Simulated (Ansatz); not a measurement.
# InReS4: the cost of one run

Program: Ansatz 0.2.0. Level of theory: DFT PBE, scalar-relativistic, plane waves, PAW. These are calculated values, not measurements.

### 1 The system as given

The structure is cubic, space group F-43m (No. 216). Conventional cell: a = 8.218 Å, b = 8.218 Å, c = 8.218 Å, α = 90.00°, β = 90.00°, γ = 90.00°. In (site symmetry -43m) has 12 S at 3.41 Å and 4 Re at 3.56 Å as nearest neighbours. Re (site symmetry -43m) is surrounded by 12 S at 3.41 Å and 4 In at 3.56 Å. S (site symmetry 3m) has 6 S at 2.90 to 2.91 Å and 3 In at 3.41 Å and 3 Re at 3.41 Å as nearest neighbours.

Structure file:

```cif
data_structure
_symmetry_space_group_name_H-M 'P 1'
_symmetry_Int_Tables_number 1
_cell_length_a 5.8111
_cell_length_b 5.8111
_cell_length_c 5.8111
_cell_angle_alpha 60.000
_cell_angle_beta 60.000
_cell_angle_gamma 60.000
_cell_volume 138.76
loop_
_atom_site_label
_atom_site_type_symbol
_atom_site_fract_x
_atom_site_fract_y
_atom_site_fract_z
_atom_site_occupancy
In1 In 0.25000 0.25000 0.25000 1
Re1 Re 0.50000 0.50000 0.50000 1
S1 S 0.87504 0.37488 0.87504 1
S2 S 0.87504 0.87504 0.87504 1
S3 S 0.87504 0.87504 0.37488 1
S4 S 0.37488 0.87504 0.87504 1
```

Recipe of the guess: species swapped into a database cell of TbHoFe4 (F-43m, No. 216), with Re on the Tb sites, In on the Ho sites and S on the Fe sites. Lengths come from tabulated atomic sizes and are only a guess.

### 2 Probe: one point on a coarse mesh

The input, input.yaml:

```yaml
crystal:
  lattice:
    - [0.0, 4.10909788, 4.10909788]
    - [4.10909788, 0.0, 4.10909788]
    - [4.10909788, 4.10909788, 0.0]
  atoms:
    - { symbol: In, position: [0.25, 0.25, 0.25] }
    - { symbol: Re, position: [0.5, 0.5, 0.5], spin: 1.0 }
    - { symbol: S, position: [0.87504129, 0.37487614, 0.87504129] }
    - { symbol: S, position: [0.87504129, 0.87504129, 0.87504129] }
    - { symbol: S, position: [0.87504129, 0.87504129, 0.37487614] }
    - { symbol: S, position: [0.37487614, 0.87504129, 0.87504129] }
basis:
  ecutwfc: 420
kpoints:
  mp_grid: { grid: [4, 4, 4] }
hamiltonian:
  xc: pbe
scf:
  occupations: { method: gaussian, width: 0.1 }
  lower_state_search: "off"
output:
  forces: true
  stress: true
  eigenvalues: true
  populations: true
magnetization:
  spin_polarized: true
```

Started as:

```sh
$ ansatz run input.yaml --threads 1 --pin off --max-ram 2560MiB --backend cpu --events-out ev --progress --plain --runs-dir out
```

**Question.** How long does this run take on 1 thread of Arm Neoverse V1, shared host, and how much memory does it need?

About 11 s, with a peak of 0.39 GiB.
